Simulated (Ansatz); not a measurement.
Set up this calculation in Ansatz 0.2.0, as the native input.

```yaml
Task: band structure
Functional: PBE
Potentials_or_basis: Ansatz PAW
Cutoff: "420 eV (not typed: the program's choice for these potentials)"
k_mesh: 10 × 10 × 5
Occupations: fermi-dirac, width 0.05 eV
Spin: no spin polarisation
Path: "[[\"G\", \"M\", \"K\", \"G\", \"A\", \"L\", \"H\", \"A\"], [\"L\", \"M\"], [\"K\", \"H\"]]"
Points_for_each_segment_of_the_path: 14
```

The system is AlIn.

```
Al In
1.0
     3.05413    0.00000    0.00000
    -1.52707    2.64496    0.00000
     0.00000    0.00000    5.82802
Al In
1 1
Cartesian
  0.0000 0.0000 0.0000
  0.0000 0.0000 2.9140
```

The cell was built by a generator and needn't be a form met in nature.

These files were run (other wordings do the same):

input.yaml

```yaml
crystal:
  lattice:
    - [3.05413, 0.0, 0.0]
    - [-1.52707, 2.64496, 0.0]
    - [0.0, 0.0, 5.82802]
  atoms:
    - { symbol: Al, position: [0.0, 0.0, 0.0] }
    - { symbol: In, position: [0.0, 0.0, 0.5] }
hamiltonian:
  xc: pbe
  pseudopotentials: { kind: paw }
kpoints:
  mp_grid: { grid: [10, 10, 5] }
  band_path:
    path:
      - [[0.0, 0.0, 0.0], [0.5, 0.0, 0.0], [0.3333333333, 0.3333333333, 0.0], [0.0, 0.0, 0.0], [0.0, 0.0, 0.5], [0.5, 0.0, 0.5], [0.3333333333, 0.3333333333, 0.5], [0.0, 0.0, 0.5]]
      - [[0.5, 0.0, 0.5], [0.5, 0.0, 0.0]]
      - [[0.3333333333, 0.3333333333, 0.0], [0.3333333333, 0.3333333333, 0.5]]
    npoints: 14
scf:
  occupations: { method: fermi_dirac, width: 0.05 }
  n_extra_bands: 6
output:
  forces: true
  stress: true
  eigenvalues: true
  fatbands: true
```

Potentials or basis: Ansatz PAW.

Command:

```console
$ ansatz run input.yaml --threads 2 --pin off --max-ram 5632MiB --backend cpu --events-out ev --progress --plain --runs-dir out
```

It gave:

```
Pressure               : -0.1 GPa
Band gap on the k mesh : none (metal or under the smearing width)
```

Caveat: spin-orbit coupling is left out, which moves the levels of the heavy elements.

Run time: 2.6 s on 2 threads of Arm Neoverse V1, on a shared host, peak memory 0.3 GiB.
